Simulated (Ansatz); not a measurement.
# GaGe3 (Pm-3m) in Ansatz: convergence with n extra bands

Aim: find how far n extra bands must go before the results for GaGe3 settle, at LDA. This setting moves, with any that are tied to it; all else stays.

Everything below comes from runs of Ansatz 0.2.0. Logs are shortened: lines on timing, memory, paths and dates and some standing lists are left out, and cuts for length are marked.

**1. Starting point**

Symmetry: Pm-3m, No. 221, cubic system. The conventional cell has a = 4.278 Å, b = 4.278 Å, c = 4.278 Å, α = 90.00°, β = 90.00°, γ = 90.00°. Ge (site symmetry 4/mmm) is surrounded by 8 Ge at 3.03 Å and 4 Ga at 3.03 Å. Around Ga (site symmetry m-3m) lie 12 Ge at 3.03 Å.

The cell comes from a database or a generator and needn't be the stable form of this composition.

**2. With n extra bands 1**

input.yaml

```yaml
crystal:
  lattice:
    - [4.278466, 0.0, 0.0]
    - [0.0, 4.278466, 0.0]
    - [0.0, 0.0, 4.278466]
  atoms:
    - { symbol: Ge, position: [0.5, 0.5, 0.0] }
    - { symbol: Ge, position: [0.5, 0.0, 0.5] }
    - { symbol: Ge, position: [0.0, 0.5, 0.5] }
    - { symbol: Ga, position: [0.0, 0.0, 0.0] }
hamiltonian:
  xc: lda
  pseudopotentials: { kind: paw_fr }
magnetization:
  noncollinear: true
  spin_orbit: true
kpoints:
  mp_grid: { grid: [5, 5, 5] }
scf:
  occupations: { method: methfessel_paxton, width: 0.05 }
  n_extra_bands: 1
output:
  forces: true
  stress: true
  eigenvalues: true
```

Potentials or basis: Ansatz PAW.

On the command line:

```console
ansatz run input.yaml --threads 2 --pin off --max-ram 5632MiB --backend cpu --events-out ev --progress --plain --runs-dir out
```

Log:

```text
Warning: RAYON_NUM_THREADS=2 ignored (pool sized by the plan → 2); use --threads N
scf.n_extra_bands = 1 over 55 filled bands (N_el = 55.0): the run solves 56 bands
Engine: ansatz 0.2.0, aarch64-unknown-linux-gnu
Pseudopotentials: kind: paw_fr
Pseudopotential: Ge, paw_fr, valence charge 14, recommended cutoff 420 eV (normal), Ge.paw.azcp#standard-fr
Pseudopotential: Ga, paw_fr, valence charge 13, recommended cutoff 420 eV (normal), Ga.paw.azcp#standard-fr
Functional definition: SPW92
  exchange = slater_x
  correlation = pw_c
non-collinear run that drives no moment, with spin-orbit: no starting moment large enough to seed its density (crystal.atoms[].spin), no starting occupations that ask for one, no magnetisation constraint and no magnetic field, so the semilocal B_xc is pinned to zero
Crystal: 4 atoms, lattice volume = 78.318 Å³
Basis set: ecut = 420 eV, 1551 PW (Γ)
Bands: 56, of which v1, the nominal top of the filled ones, is band 55 counted from 1 (54 counted from 0)
Symmetry: 48 space group operations + 48 with time reversal
Magnetic group: BNS 221.93 (UNI 1595), of the structure as read, at distance tolerance 4.3e-5 Å
k-points: 10 of 125
Projection manifold: j_resolved (fully-relativistic pseudo-atomic orbitals)
Non-local potential: Ge, projectors of the file, l = 0: 2, l = 1: 4, l = 2: 6, l = 3: 2
Non-local potential: Ga, projectors of the file, l = 0: 2, l = 1: 4, l = 2: 6, l = 3: 2
PAW form: soft (Blöchl's): semilocal exchange-correlation on the pseudo side does not see the compensation charge
PAW frozen core: Ge, regenerated for the run's functional, and the local potential with it (the file was generated under x = pbe(κ = 0.804, μ = 0.2195149727645171), c = pbe(β = 0.06672455060314922))
PAW frozen core: Ga, regenerated for the run's functional, and the local potential with it (the file was generated under x = pbe(κ = 0.804, μ = 0.2195149727645171), c = pbe(β = 0.06672455060314922))
PAW one-centre angular grid: Ge, 590 points (default); XC on 64 Gauss nodes
PAW one-centre angular grid: Ga, 590 points (default); XC on 64 Gauss nodes
Initial density: superposition of atomic densities (chi_scale 0.1, normalization cell, long waves kept (reshape's long-wave potential 0.00 eV rms))
Initial wavefunctions: pseudopotential atomic-orbital guess
Functional: x = slater, c = lda
SCF iter   1: F=—  HF=-16353.512921 eV  |F-HF|=—  |Δ(HF+E_count)|=         —  Δρ=1.49e-2  dr2=2.81e-1  dr2_m=0.00e0 (ungated)  ethr=3.10e-3  |M|=0.00e0 ∫|m|=0.00e0 μB  |m|>n=0.0e0 m-floor=0.0e0 τ_xc=0.0e0  β_m=0.30  ⟨swp⟩=4.0  Hψ=1199  notcnv=0
preconditioner: auto → Resta (q_TF=auto, 2.572 Å⁻¹)  ε∞=4.1  [insulator: Δε(μ)=0.157 eV  Ē_g=17.712 eV  σ=0.050 eV  W_gap=0.96  n_scr=26 (ndim 8)  ℏωp=31.1 eV  f_vac=0.000  D(μ)=1.28/eV (n_scr^D=6)  ε∞_Penn≈4.1]
spin=Noncollinear: Resta preconditioning applied to the charge; magnetization (m_x, m_y, m_z) channels mix plain (no charge-response kernel on spin).
SCF iter   2: F=—  HF=-16353.447286 eV  |F-HF|=—  |Δ(HF+E_count)|=   6.56e-2  S|Δr|=    0.00e0  Δρ=1.01e-2  dr2=1.24e-1  dr2_m=0.00e0 (ungated)  ethr=5.11e-4  |M|=0.00e0 ∫|m|=0.00e0 μB  |m|>n=0.0e0 m-floor=0.0e0 τ_xc=0.0e0  β_m=0.53  ⟨swp⟩=1.5  Hψ=385  notcnv=0
SCF iter   3: F=—  HF=-16353.402623 eV  |F-HF|=—  |Δ(HF+E_count)|=   4.47e-2  S|Δr|=    0.00e0  Δρ=3.03e-3  dr2=7.33e-3  dr2_m=0.00e0 (ungated)  ethr=2.25e-4  |M|=0.00e0 ∫|m|=0.00e0 μB  |m|>n=0.0e0 m-floor=0.0e0 τ_xc=0.0e0  β_m=0.56  ⟨swp⟩=2.0  Hψ=357  notcnv=0
SCF iter   4: F=—  HF=-16353.400428 eV  |F-HF|=—  |Δ(HF+E_count)|=   2.20e-3  S|Δr|=    0.00e0  Δρ=6.88e-4  dr2=4.40e-4  dr2_m=0.00e0 (ungated)  ethr=1.33e-5  |M|=0.00e0 ∫|m|=0.00e0 μB  |m|>n=0.0e0 m-floor=0.0e0 τ_xc=0.0e0  β_m=0.62  ⟨swp⟩=3.0  Hψ=567  notcnv=0
SCF iter   5: F=—  HF=-16353.400414 eV  |F-HF|=—  |Δ(HF+E_count)|=   1.31e-5  S|Δr|=    0.00e0  Δρ=3.26e-4  dr2=6.71e-5  dr2_m=0.00e0 (ungated)  ethr=7.99e-7  |M|=0.00e0 ∫|m|=0.00e0 μB  |m|>n=0.0e0 m-floor=0.0e0 τ_xc=0.0e0  β_m=0.69  ⟨swp⟩=2.0  Hψ=404  notcnv=0
SCF iter   6: F=—  HF=-16353.400404 eV  |F-HF|=—  |Δ(HF+E_count)|=   1.06e-5  S|Δr|=    0.00e0  Δρ=6.92e-5  dr2=2.51e-6  dr2_m=0.00e0 (ungated)  ethr=1.22e-7  |M|=0.00e0 ∫|m|=0.00e0 μB  |m|>n=0.0e0 m-floor=0.0e0 τ_xc=0.0e0  β_m=0.85  ⟨swp⟩=3.0  Hψ=564  notcnv=0
SCF iter   7: F=—  HF=-16353.400403 eV  |F-HF|=—  |Δ(HF+E_count)|=   5.95e-7  S|Δr|=    0.00e0  Δρ=1.00e-5  dr2=7.45e-8  dr2_m=0.00e0 (ungated)  ethr=1.82e-10  |M|=0.00e0 ∫|m|=0.00e0 μB  |m|>n=0.0e0 m-floor=0.0e0 τ_xc=0.0e0  β_m=0.92  ⟨swp⟩=2.4  Hψ=1084  notcnv=0
SCF iter   8: F=-16353.400403 eV  HF=-16353.400403 eV  |F-HF|=4.55e-9  |Δ(HF+E_count)|=  5.80e-10  S|Δr|=    0.00e0  Δρ=2.44e-6  dr2=4.54e-9  dr2_m=0.00e0 (ungated)  ethr=1.36e-10  |M|=0.00e0 ∫|m|=0.00e0 μB  |m|>n=0.0e0 m-floor=0.0e0 τ_xc=0.0e0  ⟨swp⟩=4.0  Hψ=884  notcnv=0
SCF 1 converged in 8 iterations: F = -16353.400403 eV  dr2 = 4.54e-9
SCF converged after 8 iterations
Stability not checked: this state was not tested for a lower state beside it, because cold or Methfessel-Paxton smearing, or corrected tetrahedra, fill the levels in a way that the test cannot read (fill_not_monotonic; see scf.lower_state_search)
Magnetization: |M| = 0.0000 μB,  M = (+0.0000, +0.0000, +0.0000) μB
Absolute magnetization: 0.0000 μB (∫|m|)
  site 0: m = (+0.0000, +0.0000, +0.0000) μB, |m| = 0.0000 μB  (R = 1.25 Å)
  site 1: m = (+0.0000, +0.0000, +0.0000) μB, |m| = 0.0000 μB  (R = 1.25 Å)
  site 2: m = (+0.0000, +0.0000, +0.0000) μB, |m| = 0.0000 μB  (R = 1.25 Å)
  site 3: m = (+0.0000, +0.0000, +0.0000) μB, |m| = 0.0000 μB  (R = 1.25 Å)
Free energy (F): -16353.400403 eV
Harris-Foulkes:  -16353.400403 eV  (|F-HF|=4.55e-9)
Internal energy: -16353.400426 eV  (E = F + TS)
E sigma→0 (E₀):  -16353.400409 eV
Entropy (-TS):   0.000023 eV (0.006 meV/atom)
Fermi energy:    9.730535 eV
--- Per-component energies (eV) ---
  E_band       = -423.073424
  E_kinetic    = 445.575487
  E_local      = -8303.194273  (includes V_loc(G=0)·N_el)
  E_nonlocal   = 1676.758088
  E_hartree    = 3673.204992
  E_xc         = -294.495852
  E_vxc        = -253.413030  (∫ρ·V_xc dr)
  E_paw        = -7721.087998  (= ΣΔE_a)
  E_vpaw       = -1335.205268  (= ΣTr[D̂ρ^β])
  E_aug_tail   = 0.000509  (compensation charges beyond the density's cutoff)
  E_ewald      = -5837.637805
  E_core_change = 7.476425  (= ΣΔE_core)
  E_smearing   = 0.000023  (= −TS)
  E_closure    = 0.000000  (closes the sum)
  Σ components = -16353.400403   (vs F -16353.400403, Δ=0.00e0)
--- Forces (eV/Å), atoms counted from 1 ---
  atom   1  Ge     0.00000000     0.00000000    -0.00000000
  atom   2  Ge     0.00000000    -0.00000000     0.00000000
  atom   3  Ge     0.00000000    -0.00000000     0.00000000
  atom   4  Ga    -0.00000000     0.00000000     0.00000000
  max |Σ_I F_I| component: 4.55e-29 eV/Å
--- Stress (GPa, compression-positive) ---
       -5.644874       0.000000       0.000000
        0.000000      -5.644874       0.000000
        0.000000       0.000000      -5.644874
  P = ⅓ Tr σ = -5.6449 GPa (-56.449 kbar)
--- Band table (eV; the first three rows and the last of 10) ---
  k-point 0: bands = ["-15.2604", "-15.2604", "-15.2604", "-15.2604", "-15.2511", "-15.2511", "-15.2397", "-15.2397", "-15.2397", "-15.2397", "-15.2356", "-15.2356", "-14.6895", "-14.6895", "-14.6818", "-14.6818", "-14.6818", "-14.6818", "-14.6654", "-14.6654", "-14.6654", "-14.6654", "-14.6611", "-14.6611", "-14.6316", "-14.6316", "-14.6121", "-14.6121", "-14.6121", "-14.6121", "-5.0902", "-5.0902", "-5.0902", "-5.0902", "-4.6325", "-4.6325", "-4.6325", "-4.6325", "-4.6221", "-4.6221", "-2.5778", "-2.5778", "4.2426", "4.2426", "4.2426", "4.2426", "6.1622", "6.1622", "6.1622", "6.1622", "6.1952", "6.1952", "6.5291", "6.5291", "12.4199", "12.4199"]
  k-point 1: bands = ["-15.2594", "-15.2594", "-15.2568", "-15.2568", "-15.2496", "-15.2496", "-15.2400", "-15.2400", "-15.2398", "-15.2398", "-15.2360", "-15.2360", "-14.6868", "-14.6868", "-14.6800", "-14.6800", "-14.6779", "-14.6779", "-14.6649", "-14.6649", "-14.6637", "-14.6637", "-14.6611", "-14.6611", "-14.6347", "-14.6347", "-14.6195", "-14.6195", "-14.6165", "-14.6165", "-5.0904", "-5.0904", "-5.0904", "-5.0904", "-4.6324", "-4.6324", "-4.6312", "-4.6312", "-4.6245", "-4.6245", "-2.2615", "-2.2615", "2.4884", "2.4884", "4.3699", "4.3699", "6.0126", "6.0126", "6.5063", "6.5063", "6.5315", "6.5315", "9.1144", "9.1144", "11.2585", "11.2585"]
  k-point 2: bands = ["-15.2581", "-15.2581", "-15.2488", "-15.2488", "-15.2456", "-15.2456", "-15.2419", "-15.2419", "-15.2417", "-15.2417", "-15.2370", "-15.2370", "-14.6842", "-14.6842", "-14.6777", "-14.6777", "-14.6645", "-14.6645", "-14.6642", "-14.6642", "-14.6590", "-14.6590", "-14.6586", "-14.6586", "-14.6431", "-14.6431", "-14.6357", "-14.6357", "-14.6249", "-14.6249", "-5.0909", "-5.0909", "-5.0907", "-5.0907", "-4.6339", "-4.6339", "-4.6291", "-4.6291", "-4.6268", "-4.6268", "-1.3410", "-1.3410", "0.3947", "0.3947", "4.6085", "4.6085", "6.3892", "6.3892", "7.4884", "7.4884", "7.5410", "7.5410", "9.2531", "9.2531", "9.2960", "9.2960"]
  k-point 9: bands = ["-15.2572", "-15.2572", "-15.2557", "-15.2557", "-15.2463", "-15.2463", "-15.2454", "-15.2454", "-15.2342", "-15.2342", "-15.2334", "-15.2334", "-14.6878", "-14.6878", "-14.6848", "-14.6848", "-14.6651", "-14.6651", "-14.6630", "-14.6630", "-14.6536", "-14.6536", "-14.6517", "-14.6517", "-14.6485", "-14.6485", "-14.6281", "-14.6281", "-14.6270", "-14.6270", "-5.0944", "-5.0944", "-5.0943", "-5.0943", "-4.6481", "-4.6481", "-4.6265", "-4.6265", "-4.6255", "-4.6255", "1.0397", "1.0397", "2.0817", "2.0817", "2.0847", "2.0847", "3.9417", "3.9417", "5.3832", "5.3832", "5.5380", "5.5380", "5.5571", "5.5571", "7.0277", "7.0277"]
```

Run time: 6.5 s. Hardware: 2 threads of Arm Neoverse V1, shared host; peak memory 0.56 GiB.

Results:

- Free energy: -16353.4004 eV
- Pressure: -5.6 GPa
- Band gap on the k mesh: none (metal or under the smearing width)

**3. With n extra bands 2**

Edit input.yaml of step 2 so:

```diff
@@ -20,3 +20,3 @@
   occupations: { method: methfessel_paxton, width: 0.05 }
-  n_extra_bands: 1
+  n_extra_bands: 2
 output:
```

Potentials or basis: Ansatz PAW.

On the command line:

```console
ansatz run input.yaml --threads 2 --pin off --max-ram 5632MiB --backend cpu --events-out ev --progress --plain --runs-dir out
```

It took 8.3 s on 2 threads of Arm Neoverse V1, shared host; peak memory 0.6 GiB.

What came out:

```
Free energy            : -16353.4004 eV
Pressure               : -5.6 GPa
Band gap on the k mesh : none (metal or under the smearing width)
```

**4. With n extra bands 4**

Edit input.yaml of step 3 so:

```diff
@@ -20,3 +20,3 @@
   occupations: { method: methfessel_paxton, width: 0.05 }
-  n_extra_bands: 2
+  n_extra_bands: 4
 output:
```

On the command line:

```console
ansatz run input.yaml --threads 2 --pin off --max-ram 5632MiB --backend cpu --events-out ev --progress --plain --runs-dir out
```

Wall time 8.7 s (2 threads of Arm Neoverse V1, shared host); peak memory 0.6 GiB.

What came out:

```
Free energy            : -16353.4004 eV
Pressure               : -5.6 GPa
Band gap on the k mesh : none (metal or under the smearing width)
```

**5. With n extra bands 8**

Edit input.yaml of step 4 so:

```diff
@@ -20,3 +20,3 @@
   occupations: { method: methfessel_paxton, width: 0.05 }
-  n_extra_bands: 4
+  n_extra_bands: 8
 output:
```

On the command line:

```console
ansatz run input.yaml --threads 2 --pin off --max-ram 5632MiB --backend cpu --events-out ev --progress --plain --runs-dir out
```

It took 8.9 s on 2 threads of Arm Neoverse V1, shared host; peak memory 0.6 GiB.

The run converged. Its results:

- Free energy: -16353.4004 eV
- Pressure: -5.6 GPa
- Band gap on the k mesh: none (metal or under the smearing width)

**6. With n extra bands 16**

Edit input.yaml of step 5 so:

```diff
@@ -20,3 +20,3 @@
   occupations: { method: methfessel_paxton, width: 0.05 }
-  n_extra_bands: 8
+  n_extra_bands: 16
 output:
```

Potentials or basis: Ansatz PAW.

On the command line:

```console
ansatz run input.yaml --threads 2 --pin off --max-ram 5632MiB --backend cpu --events-out ev --progress --plain --runs-dir out
```

Wall time 9.7 s (2 threads of Arm Neoverse V1, shared host); peak memory 0.61 GiB.

Results (log left out):

| Property | Result |
| --- | --- |
| Free energy | -16353.4004 eV |
| Pressure | -5.6 GPa |
| Band gap on the k mesh | none (metal or under the smearing width) |

**7. With n extra bands 32**

Edit input.yaml of step 6 so:

```diff
@@ -20,3 +20,3 @@
   occupations: { method: methfessel_paxton, width: 0.05 }
-  n_extra_bands: 16
+  n_extra_bands: 32
 output:
```

On the command line:

```console
ansatz run input.yaml --threads 2 --pin off --max-ram 5632MiB --backend cpu --events-out ev --progress --plain --runs-dir out
```

Run time: 11 s. Hardware: 2 threads of Arm Neoverse V1, shared host; peak memory 0.64 GiB.

Results (log left out):

```yaml
Free_energy: -16353.4004 eV
Pressure: -5.6 GPa
Band_gap_on_the_k_mesh: none (metal or under the smearing width)
```

**8. Summary**

| n extra bands | energy less the tightest run, at zero smearing (meV/atom) | SCF cycles | CPU time (s) | peak memory (GiB) |
| --- | --- | --- | --- | --- |
| 1 | 0.00 | 8 | 13 | 0.56 |
| 2 | 0.00 | 8 | 16 | 0.6 |
| 4 | 0.00 | 8 | 17 | 0.6 |
| 8 | 0.00 | 8 | 17 | 0.6 |
| 16 | 0.00 | 8 | 19 | 0.61 |
| 32 | 0.00 | 7 | 22 | 0.64 |

Against the tightest run, the energy stays within 1 meV/atom from 1 on. The tightest run that finished is the yardstick and may itself not be fully converged.

Caveats: the PAW data sets come from PBE, with cores solved anew for the run's functional, which leaves a small shift of forces and pressure.
